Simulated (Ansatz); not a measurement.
A nudged elastic band was laid between two geometries of a periodic cell of 33 atoms, LiAl32 (host Al, host structure fcc, interstitial Li).

These are results of Ansatz 0.2.0, DFT PBE, scalar-relativistic, plane waves, PAW, not measurements. Settings: cutoff 420 eV, k mesh 3x3x3, gaussian smearing 0.1 eV, no spin polarisation.

```yaml
movable_images: 5
climbing_image: yes
spring: 5.0 eV/Å²
optimiser: quadratic models (default)
start_path: IDPP
force_threshold: 0.05 eV/Å
iteration_limit: 48
end_points: relaxed
```

Image 0:

```xyz
33
Lattice="8.1000 0.0000 0.0000 0.0000 8.1000 0.0000 0.0000 0.0000 8.1000" Properties=species:S:1:pos:R:3
Al 3.941 0.029 0.044
Al 6.047 2.131 0.044
Al 6.057 0.006 1.790
Al 0.057 0.029 0.045
Al 2.004 2.075 0.017
Al 3.997 4.063 0.017
Al 6.047 6.017 0.045
Al 1.987 0.029 1.968
Al 4.047 2.032 2.084
Al 6.047 4.102 1.965
Al 3.671 0.001 4.058
Al 6.060 2.454 4.056
Al 6.060 0.000 6.479
Al 0.003 4.064 0.017
Al 2.003 6.070 0.018
Al -0.043 2.045 2.070
Al 2.003 4.064 2.021
Al 4.018 6.105 2.054
Al 0.256 0.004 4.060
Al 1.988 2.130 4.078
Al 3.940 4.101 4.078
Al 6.056 5.859 4.062
Al 1.988 0.029 6.181
Al 4.073 2.006 6.054
Al 6.047 4.100 6.184
Al -0.017 6.095 2.043
Al 0.059 4.102 4.079
Al 1.987 6.018 4.079
Al -0.068 2.022 6.070
Al 2.004 4.063 6.126
Al 4.038 6.127 6.089
Al -0.035 6.114 6.101
Li 6.000 0.138 4.158
```

Image 6:

```xyz
33
Lattice="8.1000 0.0000 0.0000 0.0000 8.1000 0.0000 0.0000 0.0000 8.1000" Properties=species:S:1:pos:R:3
Al 4.078 -0.106 -0.051
Al 6.186 1.997 -0.052
Al 6.046 0.023 2.048
Al 0.024 -0.048 -0.011
Al 1.967 1.997 -0.052
Al 4.078 4.110 -0.054
Al 6.129 6.064 -0.012
Al 2.104 0.014 2.039
Al 4.071 2.029 1.593
Al 6.086 3.998 2.010
Al 4.071 -0.435 4.053
Al 6.435 2.027 4.051
Al 6.085 -0.014 6.022
Al 0.025 4.056 -0.013
Al 2.024 6.063 -0.012
Al 0.033 1.997 1.923
Al 2.065 4.005 2.003
Al 4.078 6.023 1.919
Al 0.033 -0.102 4.022
Al 1.757 2.025 4.049
Al 4.073 4.257 4.044
Al 6.187 6.023 4.022
Al 2.066 -0.021 6.030
Al 4.073 2.020 6.284
Al 6.114 4.029 6.054
Al 0.024 6.064 1.977
Al 0.034 4.106 4.021
Al 1.967 6.022 4.022
Al 0.034 1.996 6.131
Al 2.038 4.034 6.059
Al 4.078 6.021 6.136
Al 0.025 6.062 6.081
Li 4.104 1.875 3.904
```

(1) What changes between the two ends?

(2) Give the energies along the band, and the barrier.

(3) What is the geometry of the highest image?

## Answers

(1) Contacts lost: Al11–Al20, Al13–Li33, Al19–Li33, Al22–Li33. Contacts made: Al9–Li33, Al11–Al22, Al12–Al19, Al20–Li33, Al21–Li33. The atom that moves furthest is Li33, by 2.58 Å.

(2) The run converged. The highest image is number 3 of 0 to 6, 0.67 eV above the ends, which have the same energy within 2 meV. By the program's own check the climbing image is of a kind that is not told: the force calls were inconclusive, a negative curvature could not be distinguished from the path's own, the only one lies far off the path, or fixed occupations may fill a level only in part (lowest curvatures found: -0.91 and 0.21 eV/Å²). Limits of this set-up: coarse k mesh.

| image | path coordinate (Å) | energy (eV) | Al11–Al20 (Å) | Al13–Li33 (Å) | Al19–Li33 (Å) |
| --- | --- | --- | --- | --- | --- |
| 0 | 0.00 | 0.00 | 2.71 | 2.33 | 2.36 |
| 1 | 0.69 | 0.10 | 2.77 | 2.35 | 2.45 |
| 2 | 1.38 | 0.48 | 3.00 | 2.39 | 2.60 |
| 3 | 2.07 | 0.67 | 3.31 | 2.50 | 2.97 |
| 4 | 2.92 | 0.36 | 3.66 | 2.72 | 3.70 |
| 5 | 3.78 | 0.05 | 3.68 | 3.00 | 4.22 |
| 6 | 4.63 | 0.00 | 3.38 | 3.46 | 4.49 |

(3) 
```xyz
33
Lattice="8.1000 0.0000 0.0000 0.0000 8.1000 0.0000 0.0000 0.0000 8.1000" Properties=species:S:1:pos:R:3:forces:R:3
Al 4.028 0.072 0.000 0.00 0.00 0.00
Al 6.154 2.087 -0.003 0.00 0.00 0.00
Al 6.112 0.051 1.894 0.00 0.00 0.00
Al 0.071 0.062 -0.002 0.00 0.00 0.00
Al 2.062 2.030 0.000 0.00 0.00 0.00
Al 4.072 3.946 0.001 0.00 0.00 0.00
Al 6.113 6.133 0.000 0.00 0.00 0.00
Al 2.052 -0.008 2.040 0.00 0.00 0.00
Al 4.123 2.074 2.031 0.00 0.00 0.00
Al 6.118 4.151 1.944 0.00 0.00 0.00
Al 3.644 -1.033 4.056 -0.02 -0.01 0.00
Al 6.195 2.551 4.051 0.01 0.00 0.00
Al 6.107 0.049 6.199 0.00 0.00 0.00
Al 0.050 4.067 -0.001 0.00 0.00 0.00
Al 1.987 6.081 0.002 0.00 0.00 0.00
Al 0.074 2.056 1.992 0.00 0.00 0.00
Al 2.053 4.056 2.013 0.00 0.00 0.00
Al 4.080 6.017 1.762 0.00 0.00 0.01
Al -0.164 0.211 4.049 0.00 0.00 0.00
Al 2.183 1.938 4.050 0.00 0.00 0.00
Al 3.963 4.245 4.051 0.00 -0.01 0.00
Al 6.183 6.098 4.048 0.00 -0.01 0.00
Al 2.049 -0.008 6.062 0.00 0.00 0.00
Al 4.122 2.071 6.065 0.00 0.00 0.00
Al 6.116 4.151 6.155 0.00 0.00 0.00
Al -0.051 6.126 1.923 0.00 0.00 0.00
Al 0.170 3.934 4.049 0.00 0.00 0.00
Al 1.443 6.084 4.049 -0.01 0.00 0.00
Al 0.073 2.055 6.106 0.00 0.00 0.00
Al 2.051 4.055 6.087 0.00 0.00 0.00
Al 4.077 6.013 6.344 0.00 0.00 -0.01
Al -0.052 6.125 6.176 0.00 0.00 0.00
Li 4.999 0.677 4.043 0.00 0.00 0.00
```

Run time: 23 min on 4 threads of Intel(R) Xeon(R) Platinum 8375C CPU @ 2.90GHz (Ice Lake), on a shared host, peak memory 3.4 GiB.
